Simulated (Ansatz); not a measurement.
The system is Nb3Au.

```
Au Nb
1.0
     1.73914   -2.20603    0.00000
     1.73914    2.20603    0.00000
     0.00000    0.00000    9.35246
Au Nb
1 3
Direct
  0.00000 0.00000 0.00000
  0.50000 0.50000 0.24810
  0.00000 0.00000 0.50000
  0.50000 0.50000 0.75190
```

The cell comes from a database or a generator and needn't be the stable form of this composition.

Base run:

```yaml
Program: Ansatz 0.2.0
Functional: LDA
Potentials_or_basis: all-electron LAPW, scalar-relativistic
Cutoff: 245 eV (chosen from the basis error)
Basis_error_allowed: 0.002 eV/atom
k_mesh: 10 × 10 × 3
Occupations: fermi-dirac, width 0.05 eV
Spin: no spin polarisation
```

Its results: pressure -10.7 GPa; largest force 0.051 eV/Å.

Q: The run is repeated on the same cell with these changes: functional from LDA to PBEsol. What comes out?

A: Pressure -6.7 GPa; largest force 0.072 eV/Å.

PBEsol binds less tightly than LDA, so the same cell stands under more pressure.
